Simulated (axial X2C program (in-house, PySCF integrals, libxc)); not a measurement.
# TeRu: from the state search to constants, part 2 of 2

Computed with an in-house X2C program for linear molecules on PySCF integrals; all-electron X2C, Te dyall-cv3z, Ru dyall-cv3z. The steps go on from the part before.

### 13 PBE50, 2c

Output at 2.421 Å:

```text
two-component X2C + atomic mean field  PBE50
basis functions 274  fitting functions 1301  grid points 5804
iter        total energy     max residual
   1     -11319.043591220     9.89e-02
   2     -11319.049110379     3.39e-03
   3     -11319.047296545     8.99e-03
   4     -11319.049887771     1.39e-03
   5     -11319.049975546     7.60e-04
   6     -11319.050024865     4.86e-04
   7     -11319.050046591     1.69e-04
   8     -11319.050051732     6.73e-05
   9     -11319.050053499     5.29e-05
  10     -11319.050054294     3.30e-05
  11     -11319.050054729     2.37e-05
  12     -11319.050054996     2.01e-05
  13     -11319.050055132     1.80e-05
  14     -11319.050055245     1.51e-05
  15     -11319.050055330     1.15e-05
  16     -11319.050055421     9.03e-06
  17     -11319.050055492     5.01e-06
  18     -11319.050055520     1.70e-06
  19     -11319.050055523     8.67e-07
  20     -11319.050055523     5.33e-07
converged
one-electron -16556.18441937  Coulomb 5055.20371958  exact exchange -153.56320605  xc functional -158.32948104  nuclear repulsion 500.10634390  atomic mean-field constant -6.28301254
```

No constants are quoted: the solution changes its character somewhere along the scan, so the fit is set aside.

### 14 PW91, 2c

Output at 2.421 Å:

```text
two-component X2C + atomic mean field  PW91
basis functions 274  fitting functions 1301  grid points 5804
iter        total energy     max residual
   1     -11320.506923786     1.18e-01
   2     -11320.507140377     1.61e-02
   3     -11320.250545485     6.86e-02
   4     -11320.514153615     5.29e-03
   5     -11320.514398181     4.51e-03
   6     -11320.514872027     2.25e-03
   7     -11320.515025120     2.01e-04
   8     -11320.515026354     6.07e-05
   9     -11320.515026382     3.87e-05
  10     -11320.515026437     9.42e-06
  11     -11320.515026439     4.39e-06
  12     -11320.515026439     1.01e-06
converged
one-electron -16555.70546060  Coulomb 5054.64627695  exact exchange 0.00000000  xc functional -313.27917416  nuclear repulsion 500.10634390  atomic mean-field constant -6.28301254
```

Re = 2.425 Å, ωe = 269.0 cm⁻¹, ωexe = 0.577 cm⁻¹, Be = 0.05021 cm⁻¹, De = 3.37 eV, μ = 2.81 D.

### 15 TPSS, 2c

Output at 2.421 Å:

```text
two-component X2C + atomic mean field  TPSS
basis functions 274  fitting functions 1301  grid points 5804
iter        total energy     max residual
   1     -11319.120465018     1.47e-01
   2     -11319.122736639     6.66e-03
   3     -11319.065870871     4.02e-02
   4     -11319.122094955     9.02e-03
   5     -11319.124429103     2.07e-03
   6     -11319.124602602     7.85e-04
   7     -11319.124618986     2.31e-04
   8     -11319.124620615     4.64e-05
   9     -11319.124620647     3.18e-05
  10     -11319.124620688     2.07e-06
  11     -11319.124620688     2.61e-06
converged
one-electron -16554.43281461  Coulomb 5053.33871355  exact exchange 0.00000000  xc functional -311.85385099  nuclear repulsion 500.10634390  atomic mean-field constant -6.28301254
```

Re = 2.424 Å, ωe = 271.0 cm⁻¹, ωexe = 0.575 cm⁻¹, Be = 0.05023 cm⁻¹, De = 3.25 eV, μ = 3.17 D.

### 16 Correlated methods, 2c

Correlated methods: 24 electrons correlated (frozen shells, counted by type: Te 4 s, 3 p, 1 d; Ru 4 s, 3 p, 1 d), 340 virtual spinors in MP2.

MP2: No constants are quoted: the reference is strongly spin-contaminated.

### 17 A higher determinant, 2c

State: Ω = 2 (excess of +ω over −ω: ω = -1/2, ω = 5/2).

Output at the reference distance:

```text
two-component X2C + atomic mean field  PBE0
basis functions 274  fitting functions 1301  grid points 5804
iter        total energy     max residual
   1     -11318.898394004     2.75e-01
   2     -11318.902309099     3.23e-04
   3     -11318.902308886     1.68e-04
   4     -11318.902307857     2.47e-04
   5     -11318.902309646     1.27e-05
   6     -11318.902309650     4.85e-06
   7     -11318.902309652     2.47e-06
converged
one-electron -16553.92469820  Coulomb 5052.85546097  exact exchange -76.74986893  xc functional -234.90653486  nuclear repulsion 500.10634390  atomic mean-field constant -6.28301254
```

| R (Å) | E above the lowest PBE0 point (eV) |
| --- | --- |
| 2.106 | 1.528 |
| 2.203 | 0.801 |
| 2.276 | 0.513 |
| 2.348 | 0.374 |
| 2.421 | 0.347 |
| 2.506 | 0.416 |
| 2.591 | 0.559 |
| 2.699 | 0.804 |
| 2.833 | 1.136 |

Re = 2.406 Å, ωe = 279.0 cm⁻¹, ωexe = 0.667 cm⁻¹, Be = 0.05101 cm⁻¹, μ = 3.28 D.

State: Ω = 3 (excess of +ω over −ω: ω = 1/2, ω = 5/2).

Output at the reference distance:

```text
two-component X2C + atomic mean field  PBE0
basis functions 274  fitting functions 1301  grid points 5804
iter        total energy     max residual
   1     -11318.896047745     2.84e-01
   2     -11318.899912974     3.38e-04
   3     -11318.899912910     1.41e-04
   4     -11318.899912532     1.86e-04
   5     -11318.899913528     1.19e-05
   6     -11318.899913532     2.65e-06
   7     -11318.899913533     2.59e-06
converged
one-electron -16554.95842067  Coulomb 5053.94702092  exact exchange -76.76909430  xc functional -234.94275085  nuclear repulsion 500.10634390  atomic mean-field constant -6.28301254
```

| R (Å) | E above the lowest PBE0 point (eV) |
| --- | --- |
| 2.106 | 1.746 |
| 2.203 | n/a |
| 2.276 | n/a |
| 2.348 | 0.537 |
| 2.421 | 0.413 |
| 2.506 | 0.371 |
| 2.591 | 0.410 |
| 2.699 | 0.535 |
| 2.833 | 0.755 |

No constants are quoted: the solution changes its character somewhere along the scan, so the fit is set aside.

### 18 The 2c curves together

Energy (eV) of the followed determinant, 2c, from each level's lowest point:

| R (Å) | PBE0 (jumps) | HF | MP2 (spin-contaminated) | PBE50 (jumps) | PW91 | TPSS |
| --- | --- | --- | --- | --- | --- | --- |
| 2.106 | 1.192 | 1.715 | 0.677 | 1.161 | 1.257 | 1.265 |
| 2.203 | 0.476 | 0.811 | 0.150 | 0.453 | 0.521 | 0.525 |
| 2.276 | 0.180 | 0.376 | 0.038 | 0.164 | 0.211 | 0.212 |
| 2.348 | 0.034 | n/a | n/a | 0.025 | 0.049 | 0.049 |
| 2.421 | 0.000 | n/a | n/a | 0.000 | 0.000 | 0.000 |
| 2.506 | 0.063 | 0.000 | 0.000 | 0.068 | 0.044 | 0.046 |
| 2.591 | 0.202 | 0.027 | 0.226 | 0.184 | 0.165 | 0.169 |
| 2.699 | 0.451 | 0.130 | 0.586 | 0.365 | 0.393 | 0.400 |
| 2.833 | 0.795 | 0.296 | 1.068 | 0.614 | 0.730 | 0.743 |
| 3.026 | 1.273 | 0.529 | 1.719 | 0.999 | 1.254 | 1.275 |
| 3.293 | 1.838 | 0.826 | 2.355 | 1.515 | 1.929 | 1.960 |
| 3.631 | 2.387 | 1.232 | 2.977 | 2.043 | 2.617 | 2.657 |

Time for the job: 9.5 min (2 threads, shared host).

### 19 Results

This closing draws on all 2 parts.

Lowest determinant that the search found at its distance, spin-free: M_S = 2, Λ = 2 (beyond closed shells: σα, π+α, π-α, δ+α, δ+β, δ-α).

Lowest determinant that the search found at its distance, 2c: Ω = 4 (excess of +ω over −ω: ω = 3/2, ω = 5/2).

| Hamiltonian | level | Re (Å) | ωe (cm⁻¹) | De (eV) | μ (D) |
| --- | --- | --- | --- | --- | --- |
| spin-free | PBE0 | 2.407 | 280.8 | 2.95 | 3.75 |
| spin-free | PW91 | 2.421 | 271.6 | 3.58 | 2.84 |
| spin-free | TPSS | 2.421 | 273.2 | 3.34 | 3.20 |
| 2c | PW91 | 2.425 | 269.0 | 3.37 | 2.81 |
| 2c | TPSS | 2.424 | 271.0 | 3.25 | 3.17 |

Dipoles are positive if Ru is the positive end. No constants: spin-free HF (too few points lie around the minimum for a second fit to confirm the first); spin-free MP2 (the reference is strongly spin-contaminated); spin-free PBE50 (the solution changes its character somewhere along the scan, so the fit is set aside); 2c PBE0 (the solution changes its character somewhere along the scan, so the fit is set aside); 2c HF (the points don't follow one smooth fit); 2c MP2 (the reference is strongly spin-contaminated); 2c PBE50 (the solution changes its character somewhere along the scan, so the fit is set aside).

Time per point (s) on 2 threads, shared host (2c runs); the times are rough: PW91 1.2, TPSS 2.2.

**Reading.** At PW91, going from spin-free to two-component changes Re by +4 mÅ, ωe by -0.9 %, which is small (part of it comes from the scalar share of the two-electron terms). De moves by -0.21 eV; both De rest on single-determinant atoms, which can miss part of an open shell's spin–orbit lowering.

De refers to Te + Ru, each in the lowest determinant found, which need not be this curve's own limit. The state is a single determinant with fixed occupations, the lowest that a limited PBE0 search found. Dissociation energies refer to the lowest single-determinant-based atoms at the same level and basis. Density functionals use the spin component along the axis (collinear). The meta-GGAs lack a current-density term, which matters for open shells with orbital currents, atoms included. With several unpaired electrons one determinant need not be a pure state.
